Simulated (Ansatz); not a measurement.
# AlClH5NOSi: a ladder of functionals and wavefunction methods

How much do the methods differ for AlClH5NOSi? The plan is to run it at one geometry with functionals of several rungs and with coupled cluster, and see how far each lands from CCSD(T) at the basis-set limit for the atomisation energy.

Computed with Ansatz 0.2.0, Gaussian basis. Level: functionals in def2-TZVPP, the program's frozen cores in correlated methods.

The runs, in order: LDA (SPW92), PBE-D4, revPBE-D4, BLYP-D4, r2SCAN-D4, B97M-V, PBE0-D4, B3LYP-D4, r2SCANh-D4, r2SCAN0-D4, HSE06-D4, BHLYP-D4, CAM-B3LYP-D4, LC-ωPBE, ωB97X-V, ωB97M-V, B2PLYP, PBE-QIDH; CCSD(T)/def2-SVP; CCSD(T)/def2-TZVPP; MP2/def2-QZVPP; extrapolation to the limit; RPA on PBE.

## 1. The relaxed structure

The geometry comes from an earlier relaxation with PBE0-D4 in a triple-zeta def2 set; it is a stationary point, not always the lowest conformer.

SMILES `N[SiH](Cl)[AlH][OH]`, 10 atoms, charge 0, spin multiplicity 1.

Atoms are counted from 1 here; the program's logs count them from 0.

Bond lengths: N1–Si2 1.707 Å, N1–H6 1.008 Å, N1–H7 1.008 Å, Si2–Cl3 2.105 Å, Si2–Al4 2.444 Å, Si2–H8 1.485 Å, Al4–O5 1.700 Å, Al4–H9 1.587 Å, O5–H10 0.956 Å. Angles: Si2–N1–H6 121.7°, Si2–N1–H7 119.6°, H6–N1–H7 111.7°, N1–Si2–Cl3 114.4°, N1–Si2–Al4 109.1°, N1–Si2–H8 107.2°, Cl3–Si2–Al4 104.1°, Cl3–Si2–H8 103.0°, Al4–Si2–H8 119.2°, Si2–Al4–O5 111.4°, Si2–Al4–H9 128.3°, O5–Al4–H9 120.3°, Al4–O5–H10 124.2°.

As a file:

```xyz
10
charge 0, multiplicity 1
N    -0.4183   -1.5317   -0.9312
Si    0.0729   -0.9687    0.6037
Cl    2.0875   -1.3610    1.0705
Al   -0.0830    1.4694    0.6496
O    -0.0390    2.1230   -0.9192
H    -0.4784   -2.5161   -1.1392
H    -0.2020   -0.9903   -1.7531
H    -0.6668   -1.7617    1.6185
H    -0.1575    2.4262    1.9138
H    -0.0321    3.0598   -1.1105
```

## 2. LDA

This LDA is Slater exchange with PW92 correlation.

File in.yaml:

```yaml
crystal:
  periodic: [false, false, false]
  atoms:
    - {symbol: N, position_ang: [-0.418273, -1.531727, -0.931163]}
    - {symbol: Si, position_ang: [0.072865, -0.968741, 0.603679]}
    - {symbol: Cl, position_ang: [2.087451, -1.360987, 1.070464]}
    - {symbol: Al, position_ang: [-0.083032, 1.469440, 0.649642]}
    - {symbol: O, position_ang: [-0.039048, 2.123013, -0.919187]}
    - {symbol: H, position_ang: [-0.478426, -2.516102, -1.139245]}
    - {symbol: H, position_ang: [-0.202021, -0.990304, -1.753074]}
    - {symbol: H, position_ang: [-0.666845, -1.761694, 1.618546]}
    - {symbol: H, position_ang: [-0.157500, 2.426224, 1.913759]}
    - {symbol: H, position_ang: [-0.032071, 3.059777, -1.110519]}
basis:
  gaussian: {orbitals: def2-TZVPP}
hamiltonian: {xc: lda}
output: {orbitals: {seedname: orbitals}}
```

On the command line:

```bash
ansatz run in.yaml --threads 4 --pin off --events-out ev --progress --plain --max-ram 10444MiB
```

Further steps of the session: PBE-D4 (GGA); revPBE-D4 (GGA); BLYP-D4 (GGA); r2SCAN-D4 (meta-GGA); B97M-V (meta-GGA); PBE0-D4 (hybrid); B3LYP-D4 (hybrid); r2SCANh-D4 (hybrid); r2SCAN0-D4 (hybrid); HSE06-D4 (hybrid); BHLYP-D4 (hybrid); CAM-B3LYP-D4 (range-separated); LC-ωPBE (range-separated); ωB97X-V (range-separated); ωB97M-V (range-separated); B2PLYP (double hybrid); PBE-QIDH (double hybrid); CCSD(T) in def2-SVP; CCSD(T) in def2-TZVPP; MP2 in def2-QZVPP; RPA on PBE orbitals.

Q: Predict the results of all the runs planned. Wanted: atomisation energy, CCSD(T)/CBS; farthest beyond LDA; mean size of error, GGA; mean size of error, meta-GGA; mean size of error, hybrid; mean size of error, range-separated; mean size of error, double hybrid; gap, smallest and largest; T1 diagnostic.

As calculated:

| quantity | value |
| --- | --- |
| atomisation energy, CCSD(T)/CBS | 34.406 eV |
| functionals within 0.172 eV (0.5 %) | PBE-D4, r2SCAN-D4, B97M-V, CAM-B3LYP-D4, ωB97X-V, ωB97M-V |
| farthest beyond LDA | BHLYP-D4 (-1.243 eV) |
| mean size of error, GGA | 0.395 eV |
| mean size of error, meta-GGA | 0.104 eV |
| mean size of error, hybrid | 0.622 eV |
| mean size of error, range-separated | 0.160 eV |
| mean size of error, double hybrid | 0.659 eV |
| gap, smallest and largest | 3.91 eV (LDA (SPW92)), 10.59 eV (LC-ωPBE) |
| T1 diagnostic | 0.0118 |
| triples share of the correlation energy | 3.7 % |

**Reading.** LDA overbinds by 4.450 eV (13 %). PBE-D4 misses by +0.118 eV. Double hybrids carry the basis error of their MP2 part in triple zeta, and no dispersion term here, so their miss is partly the set-up's. The rungs meta-GGA, range-separated miss on average by less than the doubt on the reference (0.172 eV), so they tie. The reference freezes the cores and leaves out relativity and excitations past (T), so misses under about 0.172 eV can't be ranked. Hartree-Fock recovers 70 % of the binding; the rest is correlation. CCSD(T) in def2-SVP is off by -3.115 eV, which most functionals beat. Orbital gaps span 3.9 to 10.6 eV; exact exchange widens them.
